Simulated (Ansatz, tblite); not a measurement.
**Sn19H28 ring sphere (Sn19H28): a ladder of methods and basis sets**

An exercise on one series of results from a longer session: the logs are not shown, and one member is left open.

The runs use Ansatz 0.2.0, Gaussian basis; as each input shows.

The runs, in order: GFN1-xTB, GFN2-xTB, PBE-D4/def2-SVP, r2SCAN-D4/def2-SVP, BLYP-D4/def2-SVP, BHLYP-D4/def2-SVP, PBE0-D4/def2-TZVP, PBE-D4/def2-TZVP, MP2/def2-SVP, RPA/def2-SVP.

3 further runs of the same task are left out: 1 for a known fault of the program, 2 set aside as unsound or not needed.

### The geometry

The geometry is that of the singlet, from an earlier relaxation (PBE-D4/def2-SVP).

47 atoms, charge 0, spin multiplicity 1.

Bond lengths: Sn1–Sn11 2.814 Å, Sn1–Sn12 2.827 Å, Sn1–H20 1.739 Å, Sn1–H21 1.738 Å, Sn2–Sn12 2.827 Å, Sn2–Sn13 2.814 Å, Sn2–H22 1.738 Å, Sn2–H23 1.739 Å, Sn3–Sn11 2.814 Å, Sn3–Sn15 2.827 Å, Sn3–H24 1.738 Å, Sn3–H25 1.739 Å, Sn4–Sn12 2.827 Å, Sn4–Sn15 2.827 Å, Sn4–Sn16 2.827 Å, Sn4–H26 1.746 Å, Sn5–Sn15 2.827 Å, Sn5–Sn17 2.814 Å and more. Angles: Sn11–Sn1–Sn12 112.7°, Sn11–Sn1–H20 110.6°, Sn11–Sn1–H21 108.7°, Sn12–Sn1–H20 109.7°, Sn12–Sn1–H21 108.2°, H20–Sn1–H21 106.8°, Sn12–Sn2–Sn13 112.6°, Sn12–Sn2–H22 108.1°, Sn12–Sn2–H23 109.7°, Sn13–Sn2–H22 108.8°, Sn13–Sn2–H23 110.6°, H22–Sn2–H23 106.8°, Sn11–Sn3–Sn15 112.6°, Sn11–Sn3–H24 108.6°, Sn11–Sn3–H25 110.6°, Sn15–Sn3–H24 108.2°, Sn15–Sn3–H25 109.8°, H24–Sn3–H25 106.8° and more.

Sn takes a core potential in the def2 sets. No spin-orbit coupling is included.

PBE0-D4/def2-SVP was run before; its log isn't repeated, and its numbers join the tables.

The first run:

Tight binding, by tblite at 300 K electronic temperature and without a spin-polarisation term:

```python
tblite.interface.Calculator('GFN1-xTB', numbers, positions, charge=0, uhf=0).singlepoint()
```

Tight binding, by tblite at 300 K electronic temperature and without a spin-polarisation term:

```python
tblite.interface.Calculator('GFN2-xTB', numbers, positions, charge=0, uhf=0).singlepoint()
```

start.molden holds the orbitals of an earlier run on this state, given as this run's starting guess.

The input, in.yaml:

```yaml
crystal:
  periodic: [false, false, false]
  atoms:
    - {symbol: Sn, position_ang: [-4.189662, -0.929560, -2.334070]}
    - {symbol: Sn, position_ang: [-4.194022, 2.327150, 0.920504]}
    - {symbol: Sn, position_ang: [-0.924371, -4.195186, -2.328413]}
    - {symbol: Sn, position_ang: [-0.878315, -0.879181, 0.872609]}
    - {symbol: Sn, position_ang: [2.328437, -4.192216, 0.927351]}
    - {symbol: Sn, position_ang: [2.352942, -0.900155, -2.353309]}
    - {symbol: Sn, position_ang: [2.326690, -0.925796, 4.190480]}
    - {symbol: Sn, position_ang: [-0.898325, 2.349150, -2.354558]}
    - {symbol: Sn, position_ang: [2.348967, 2.349573, 0.897120]}
    - {symbol: Sn, position_ang: [-0.932026, 2.324043, 4.188561]}
    - {symbol: Sn, position_ang: [-2.703280, -2.711326, -3.926247]}
    - {symbol: Sn, position_ang: [-2.551893, 0.732052, -0.738110]}
    - {symbol: Sn, position_ang: [-2.709317, 3.921145, 2.702041]}
    - {symbol: Sn, position_ang: [0.783769, 0.780523, -3.986171]}
    - {symbol: Sn, position_ang: [0.735825, -2.552507, -0.735775]}
    - {symbol: Sn, position_ang: [0.730663, 0.731608, 2.548173]}
    - {symbol: Sn, position_ang: [3.923342, -2.704996, 2.705704]}
    - {symbol: Sn, position_ang: [3.983286, 0.783668, -0.784958]}
    - {symbol: Sn, position_ang: [0.783543, 3.981917, -0.787055]}
    - {symbol: H, position_ang: [-5.232899, 0.049703, -3.321931]}
    - {symbol: H, position_ang: [-5.217695, -1.851619, -1.278249]}
    - {symbol: H, position_ang: [-5.223697, 1.269999, 1.839347]}
    - {symbol: H, position_ang: [-5.235599, 3.313606, -0.061992]}
    - {symbol: H, position_ang: [-1.849433, -5.218089, -1.270317]}
    - {symbol: H, position_ang: [0.054297, -5.243391, -3.311580]}
    - {symbol: H, position_ang: [-1.885829, -1.889084, 1.879680]}
    - {symbol: H, position_ang: [1.269373, -5.216515, 1.849850]}
    - {symbol: H, position_ang: [3.312590, -5.238877, -0.052036]}
    - {symbol: H, position_ang: [3.359422, -1.910296, -3.357516]}
    - {symbol: H, position_ang: [1.271619, -1.849048, 5.218285]}
    - {symbol: H, position_ang: [3.312168, 0.055641, 5.233966]}
    - {symbol: H, position_ang: [-1.908127, 3.353785, -3.360898]}
    - {symbol: H, position_ang: [3.352896, 3.354706, 1.908759]}
    - {symbol: H, position_ang: [-1.855087, 1.265332, 5.212897]}
    - {symbol: H, position_ang: [0.045755, 3.309425, 5.235512]}
    - {symbol: H, position_ang: [-3.769731, -3.777434, -4.791546]}
    - {symbol: H, position_ang: [-1.802160, -1.812237, -5.103923]}
    - {symbol: H, position_ang: [-3.775218, 4.788735, 3.766747]}
    - {symbol: H, position_ang: [-1.807373, 5.096925, 1.801178]}
    - {symbol: H, position_ang: [-0.137123, -0.144536, -5.130282]}
    - {symbol: H, position_ang: [1.835009, 1.830923, -4.890350]}
    - {symbol: H, position_ang: [5.098360, -1.803783, 1.803133]}
    - {symbol: H, position_ang: [4.792241, -3.769153, 3.771105]}
    - {symbol: H, position_ang: [5.130654, -0.136122, 0.136951]}
    - {symbol: H, position_ang: [4.883340, 1.837137, -1.836803]}
    - {symbol: H, position_ang: [-0.140288, 5.127529, 0.132925]}
    - {symbol: H, position_ang: [1.836184, 4.883928, -1.838089]}
basis:
  gaussian: {orbitals: def2-SVP, fitting: {mean_field: def2-universal-jkfit}, initial_orbitals: start.molden}
hamiltonian: {xc: pbe, dispersion: d4}
scf: {omitted_lower_state_checks: [starts]}
output: {forces: true, orbitals: {seedname: orbitals}}
```

The run is started by

```console
> ansatz run in.yaml --threads 5 --pin off --events-out ev --progress --plain --max-ram 66560MiB --backend cuda --devices 0, --max-vram 37GiB
```

Among the steps run: PBE-D4/def2-SVP; r2SCAN-D4/def2-SVP; BLYP-D4/def2-SVP; BHLYP-D4/def2-SVP; PBE0-D4/def2-TZVP; PBE-D4/def2-TZVP; MP2/def2-SVP; RPA/def2-SVP.

One of the session's tables, all rows but one given; the rest of the session is left out.

It belongs to the step «Binding energy». 

| level | binding an atom (eV) |
| --- | --- |
| HF/def2-SVP | 1.624 |
| PBE-D4/def2-SVP | 2.436 |
| PBE-D4/def2-TZVP | 2.446 |
| BLYP-D4/def2-SVP | 2.386 |
| r2SCAN-D4/def2-SVP | ? |
| PBE0-D4/def2-SVP | 2.432 |
| PBE0-D4/def2-TZVP | 2.446 |
| BHLYP-D4/def2-SVP | 2.421 |
| MP2/def2-SVP | 2.249 |

Estimate the missing values for r2SCAN-D4/def2-SVP.

**Answer.** binding an atom (eV): 2.435. In the column «binding an atom (eV)» it lies between PBE0-D4/def2-SVP (2.432) and PBE-D4/def2-SVP (2.436).

Caveats from the session: Free atoms were run apart at each level; binding is atoms less cluster, divided by the number of atoms, without zero-point or spin-orbit terms.
